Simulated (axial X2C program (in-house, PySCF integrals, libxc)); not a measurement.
**A two-component session on SnF⁺: properties at the nuclei**

Aim: properties at the nuclei of SnF⁺, with spin–orbit coupling in the Hamiltonian from the start.

The runs use an in-house X2C program for linear molecules on PySCF integrals; two-component X2C with atomic mean-field terms, Sn dyall-acv3z, F dyall-av3z.

All values are calculated.

### 1 Set-up

File task.json:

```json
{"zs": [50, 9], "q": 1, "bas": ["dyall-acv3z", "dyall-av3z"], "r0": 2.04, "levels": ["PBE0", "HF", "B3LYP"], "nst": 1, "ff": 1, "thr": -3.5, "nmax": 130, "opt": {"ecut": 60}}
```

Keys: zs atomic numbers; q charge; bas basis sets; r0 starting distance in Å; levels methods (HF also brings MP2); nst determinants followed; ff finite-field run; thr threshold in hartree for freezing inner shells (an s shell follows its p shell); nmax most natural virtual spinors; ecut virtual cutoff in hartree.

Run with:

```sh
> python soeom.py task.json out
```

After this run come: Expectation values, lowest determinant; Finite-field coupled cluster.

**Question.** What will these runs give? Wanted: lowest determinant; qzz Sn; qzz F (for each run or level that gives them).

The runs gave:

```
              quantity                 value
    lowest determinant  Ω = 0 (closed shell)
   qzz Sn (a.u.), PBE0                 -6.29
    qzz F (a.u.), PBE0                  0.76
qzz Sn (a.u.), CCSD(T)                 -6.07
 qzz F (a.u.), CCSD(T)                  0.69
```

The expectation values come from single determinants, which for open shells can mix terms of unlike spin or miss the lowest Ω, so a determinant need not be a state. qzz is the electric field gradient, eQq0 = 234.96 MHz × Q/barn × qzz. The operators were transformed with the bare-nucleus X2C matrices. Correlation of the inner shells is missing, which matters for properties at the nucleus.
